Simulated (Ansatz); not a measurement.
**FH5SiSn: how energies converge with the basis set**

An exercise on one series of results from a longer session: the logs are not shown, and one member is left open.

Method: one geometry, several basis sets; program: Ansatz 0.2.0, Gaussian basis.

Plan: PBE0-D4/def2-SVP; ωB97M-V/def2-SVP; PBE0-D4/def2-QZVPP; ωB97M-V/def2-QZVPP; the functionals' def2-TZVPP values are taken from earlier runs.

## Structure used throughout

An earlier PBE0-D4 in a triple-zeta def2 set relaxation fixed the geometry. Sn takes the def2 core potential; no spin-orbit term is included.

SMILES `F[SiH2][SnH3]`, 8 atoms, charge 0, spin multiplicity 1.

Atoms are counted from 1 here; the program's logs count them from 0.

Bond lengths: F1–Si2 1.607 Å, Si2–Sn3 2.568 Å, Si2–H4 1.486 Å, Si2–H5 1.486 Å, Sn3–H6 1.706 Å, Sn3–H7 1.706 Å, Sn3–H8 1.708 Å. Angles: F1–Si2–Sn3 109.3°, F1–Si2–H4 107.7°, F1–Si2–H5 107.7°, Sn3–Si2–H4 111.6°, Sn3–Si2–H5 111.6°, H4–Si2–H5 108.9°, Si2–Sn3–H6 110.9°, Si2–Sn3–H7 110.9°, Si2–Sn3–H8 109.5°, H6–Sn3–H7 108.7°, H6–Sn3–H8 108.4°, H7–Sn3–H8 108.4°.

Set-up of the first run:

File in.yaml:

```yaml
crystal:
  periodic: [false, false, false]
  atoms:
    - {symbol: F, position_ang: [-2.233082, -0.243470, -0.726605]}
    - {symbol: Si, position_ang: [-0.780185, 0.402176, -0.959198]}
    - {symbol: Sn, position_ang: [0.804180, -0.385065, 0.901532]}
    - {symbol: H, position_ang: [-0.305298, -0.027815, -2.299822]}
    - {symbol: H, position_ang: [-0.937692, 1.879627, -0.955067]}
    - {symbol: H, position_ang: [0.239349, 0.110853, 2.432707]}
    - {symbol: H, position_ang: [0.951825, -2.084359, 0.896680]}
    - {symbol: H, position_ang: [2.353204, 0.290954, 0.653971]}
basis:
  gaussian: {orbitals: def2-SVP}
hamiltonian: {xc: pbe0, dispersion: d4}
output: {orbitals: {seedname: orbitals}}
```

The run is started by

```sh
$ ansatz run in.yaml --threads 2 --pin off --events-out ev --progress --plain --max-ram 4352MiB
```

Among the steps run: PBE0-D4 in def2-SVP; ωB97M-V in def2-SVP; PBE0-D4 in def2-QZVPP; ωB97M-V in def2-QZVPP.

One table of the session follows, with a row left open; its other results are not shown here.

It belongs to the step «Functionals by basis». 

```
functional       basis  HOMO (eV)
   PBE0-D4    def2-SVP          ?
   PBE0-D4  def2-TZVPP      -8.03
   PBE0-D4  def2-QZVPP      -8.04
   ωB97M-V    def2-SVP      -9.97
   ωB97M-V  def2-TZVPP     -10.04
   ωB97M-V  def2-QZVPP     -10.05
```

**Question.** Estimate the row for PBE0-D4, def2-SVP.

As computed: HOMO (eV): -8.00. In the column «HOMO (eV)» it is the highest.
